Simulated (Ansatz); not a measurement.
# VMo3S8: the cost of one run

Method: DFT PBE, scalar-relativistic, plane waves, PAW, in Ansatz 0.2.0.

3 further runs of the same task are left out: 1 that didn't finish, 2 set aside as unsound or not needed.

### Step 1. The system as given

Symmetry: R-3m, No. 166, trigonal system. Conventional cell: a = 6.306 Å, b = 6.306 Å, c = 22.365 Å, α = 90.00°, β = 90.00°, γ = 120.00°. V (site symmetry -3m) is surrounded by 6 S at 2.34 Å. Mo (site symmetry 2/m) has 6 S at 2.34 Å as nearest neighbours. S (site symmetry m) has 1 V at 2.34 Å and 2 Mo at 2.34 Å as nearest neighbours. Around S (site symmetry 3m) lie 3 Mo at 2.34 Å.

As a file:

```
CELL_PARAMETERS angstrom
3.15279 1.82026 7.45509
-3.15279 1.82026 7.45509
0.00000 -3.64053 7.45509
ATOMIC_POSITIONS crystal
V 0.50000 0.50000 0.50000
Mo 0.50000 0.00000 0.00000
Mo 0.00000 0.50000 0.00000
Mo 0.00000 0.00000 0.50000
S 0.60124 0.10124 0.60124
S 0.60124 0.60124 0.10124
S 0.10124 0.60124 0.60124
S 0.10124 0.10124 0.10124
S 0.39876 0.89876 0.39876
S 0.39876 0.39876 0.89876
S 0.89876 0.39876 0.39876
S 0.89876 0.89876 0.89876
```

The start is an ordering of an alloy on its end members' structure types: elements ordered on the sites of the VS2 type, V/Mo on V (R-3m, No. 166).

### Step 2. The guess as it stands, on a coarse mesh

input.yaml

```yaml
crystal:
  lattice:
    - [3.15278715, 1.82026251, 7.45509043]
    - [-3.15278715, 1.82026251, 7.45509043]
    - [0.0, -3.64052502, 7.45509043]
  atoms:
    - { symbol: V, position: [0.5, 0.5, 0.5], spin: 2.0 }
    - { symbol: Mo, position: [0.5, 0.0, 0.0], spin: 1.0 }
    - { symbol: Mo, position: [0.0, 0.5, 0.0], spin: 1.0 }
    - { symbol: Mo, position: [0.0, 0.0, 0.5], spin: 1.0 }
    - { symbol: S, position: [0.60123998, 0.10123998, 0.60123998] }
    - { symbol: S, position: [0.60123998, 0.60123998, 0.10123998] }
    - { symbol: S, position: [0.10123998, 0.60123998, 0.60123998] }
    - { symbol: S, position: [0.10123998, 0.10123998, 0.10123998] }
    - { symbol: S, position: [0.39876002, 0.89876002, 0.39876002] }
    - { symbol: S, position: [0.39876002, 0.39876002, 0.89876002] }
    - { symbol: S, position: [0.89876002, 0.39876002, 0.39876002] }
    - { symbol: S, position: [0.89876002, 0.89876002, 0.89876002] }
basis:
  ecutwfc: 420
kpoints:
  mp_grid: { grid: [3, 3, 3] }
hamiltonian:
  xc: pbe
scf:
  occupations: { method: gaussian, width: 0.1 }
  lower_state_search: "off"
output:
  forces: true
  stress: true
  eigenvalues: true
  populations: true
magnetization:
  spin_polarized: true
```

Launch:

```bash
$ ansatz run input.yaml --threads 4 --pin off --max-ram 8192MiB --backend cpu --events-out ev --progress --plain --runs-dir out
```

Q: Estimate wall time and peak memory on 4 threads of Intel Xeon at 2.50GHz (Skylake/Cascade Lake), shared host.

About 52 s, with a peak of 0.94 GiB.
